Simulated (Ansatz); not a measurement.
# CH3FO (SMILES OCF) at wB97X/aug-cc-pVDZ

Aim: the electronic atomisation energy of CH3FO at wB97X/aug-cc-pVDZ, from 5 runs. 

The calculation is run with Ansatz 0.2.0.

42 further runs of the same task are left out: 42 set aside as unsound or not needed. Runs told in other sessions of the task aren't counted.

## (1) Starting point

CH3FO: 6 atoms, total charge 0, spin state singlet. As SMILES, `OCF`. The shape is that of a PBE0-D4/def2-TZVP optimisation. This is one conformer, not always the lowest.

Bond lengths: O1–C2 1.370 Å, C2–F3 1.381 Å, O1–H4 0.962 Å, C2–H5 1.096 Å, C2–H6 1.091 Å. Angles: O1–C2–F3 111.1°, O1–C2–H5 112.9°, O1–C2–H6 107.4°, F3–C2–H5 106.3°, F3–C2–H6 107.8°, C2–O1–H4 109.3°, H5–C2–H6 111.3°.

## (2) The energy at wB97X/aug-cc-pVDZ

File job.yaml:

```yaml
basis:
  gaussian: {orbitals: aug-cc-pVDZ}
crystal:
  periodic: [false, false, false]
  atoms:
    - {symbol: O, position_ang: [-0.794000, -0.697200, -0.247400]}
    - {symbol: C, position_ang: [0.250200, 0.049000, 0.230800]}
    - {symbol: F, position_ang: [-0.094100, 1.383200, 0.323800]}
    - {symbol: H, position_ang: [-0.928700, -0.495100, -1.178000]}
    - {symbol: H, position_ang: [1.136800, 0.004900, -0.412500]}
    - {symbol: H, position_ang: [0.472100, -0.308800, 1.237300]}
hamiltonian: {xc: {name: wB97X}}
accuracy: high
output: {orbitals: {seedname: orbitals}}
```

On the command line:

```bash
$ ansatz run job.yaml --threads 1 --pin off --max-ram 2610MiB --events-out events.jsonl --progress --plain --runs-dir runs
```

Log:

```text
Warning: RAYON_NUM_THREADS=1 ignored (pool sized by the plan → 1); use --threads N
Functional definition: wB97X
  name "wB97X"
  parameter omega = 0.3/bohr
  parameter cx = 0.157706
  parameter cx1 = 0.726479
  parameter cx2 = 1.04760
  parameter cx3 = -5.70635
  parameter cx4 = 13.2794
  parameter css1 = -4.33879
  parameter css2 = 18.2308
  parameter css3 = -31.7430
  parameter css4 = 17.2901
  parameter cos1 = 2.37031
  parameter cos2 = -11.3995
  parameter cos3 = 6.58405
  parameter cos4 = -3.78132
  exchange = spin_sum(e_x_unif_sr(omega)*poly(b97_u_x, 1 - cx, cx1, cx2, cx3, cx4)) + cx*exact_x_sr(omega)
      + exact_x_lr(omega)
  correlation = spin_sum(e_c_pw_same_spin*poly(b97_u_same, 1, css1, css2, css3, css4))
      + integral(e_c_pw_opposite_spin*poly(b97_u_opposite, 1, cos1, cos2, cos3, cos4))
1952 factors; integrals over basis functions are off by at most 3.1e-9 eV
380 factors; integrals over basis functions are off by at most 1.7e-9 eV
mean field evaluation 1: about -5846.2279 eV, gradient 4.1e1 eV
mean field evaluation 2: about -5846.4426 eV, gradient 4.2e1 eV
mean field evaluation 4: about -5849.1109 eV, gradient 1.1e0 eV
mean field evaluation 8: about -5849.1105 eV, gradient 2.2e-2 eV
mean field evaluation 16: about -5849.1105 eV, gradient 6.7e-6 eV
mean field -5849.11054864 eV, -214.9508479931 hartree, gradient 3.1e-8 eV, S^2 0.000000; 0 other end points of the search recorded, 0 dependent functions left out
reference -5849.11054406 eV, -214.9508478248 hartree; 13, 13 occupied and 83, 83 virtual orbitals, 1952 factors
Total energy: -5849.11054406 eV, -214.9508478248 hartree
```

Wall time 18 s (1 thread of Arm Neoverse V2, shared host); peak memory 0.42 GiB.

## (3) The C atom, same level

File molecule.yaml:

```yaml
crystal:
  periodic: [false, false, false]
  atoms:
    - {symbol: C, position_ang: [0.000000, 0.000000, 0.000000]}
basis:
  gaussian: {orbitals: aug-cc-pVDZ}
magnetization: {spin_polarized: true, initial_magnetization: 2}
hamiltonian: {xc: {name: wB97X}}
accuracy: high
```

Run the same way, it converges to -37.84121 Eh (log not shown).

## (4) The F atom, same level

File run.yaml:

```yaml
crystal:
  periodic: [false, false, false]
  atoms:
    - {symbol: F, position_ang: [0.000000, 0.000000, 0.000000]}
basis:
  gaussian:
    orbitals: aug-cc-pVDZ
magnetization:
  spin_polarized: true
  initial_magnetization: 1
hamiltonian:
  xc: {name: wB97X}
accuracy: high
```

Run the same way, it converges to -99.71648 Eh (log not shown).

## (5) The H atom

File job.yaml:

```yaml
crystal:
  periodic: [false, false, false]
  atoms:
    - symbol: H
      position_ang: [0.000000, 0.000000, 0.000000]
basis:
  gaussian:
    orbitals: aug-cc-pVDZ
accuracy: high
hamiltonian:
  xc: {name: wB97X}
magnetization:
  spin_polarized: true
  initial_magnetization: 1
```

On the command line:

```bash
$ ansatz run job.yaml --threads 1 --pin off --max-ram 2610MiB --events-out events.jsonl --progress --plain --runs-dir runs
```

Log, cut to the lines that bear on the results:

```text
Warning: RAYON_NUM_THREADS=1 ignored (pool sized by the plan → 1); use --threads N
[... 2 set-up lines as earlier in the session ...]
[...]
      + exact_x_lr(omega)
[...]
      + integral(e_c_pw_opposite_spin*poly(b97_u_opposite, 1, cos1, cos2, cos3, cos4))
42 factors; integrals over basis functions are off by at most 4.4e-8 eV
33 factors; integrals over basis functions are off by at most 1.3e-9 eV
[...]
mean field -13.63316648 eV, -0.5010096274 hartree, gradient 1.2e-8 eV, S^2 0.750000; 0 other end points of the search recorded, 0 dependent functions left out
reference -13.63316706 eV, -0.5010096484 hartree; 1, 0 occupied and 8, 9 virtual orbitals, 42 factors
Total energy: -13.63316706 eV, -0.5010096484 hartree
```

Run time: 0.6 s. Hardware: 1 thread of Arm Neoverse V2, shared host; peak memory 0.098 GiB.

## (6) The O atom at the same level

File input.yaml:

```yaml
crystal:
  periodic: [false, false, false]
  atoms:
    - {symbol: O, position_ang: [0.000000, 0.000000, 0.000000]}
basis:
  gaussian:
    orbitals: aug-cc-pVDZ
magnetization:
  spin_polarized: true
  initial_magnetization: 2
hamiltonian:
  xc: {name: wB97X}
accuracy: high
```

Run the same way, it converges to -75.05760 Eh (log not shown).

## (7) Results

Level: wB97X/aug-cc-pVDZ.

| quantity | value |
| --- | --- |
| molecule: total energy | -214.95085 Eh |
| molecule: HOMO energy | -11.73 eV |
| molecule: LUMO energy | 1.11 eV |
| molecule: HOMO–LUMO gap | 12.84 eV |
| C atom: total energy | -37.84121 Eh |
| C atom: ⟨S²⟩ | 2.005 |
| F atom: total energy | -99.71648 Eh |
| F atom: ⟨S²⟩ | 0.752 |
| H atom: total energy | -0.50101 Eh |
| H atom: ⟨S²⟩ | 0.750 |
| O atom: total energy | -75.05760 Eh |
| O atom: ⟨S²⟩ | 2.005 |
| electronic atomisation energy | 22.654 eV |

What this shows: Taking the molecule apart into free atoms costs 22.65 eV (2186 kJ/mol), before zero-point energy and without spin-orbit coupling.
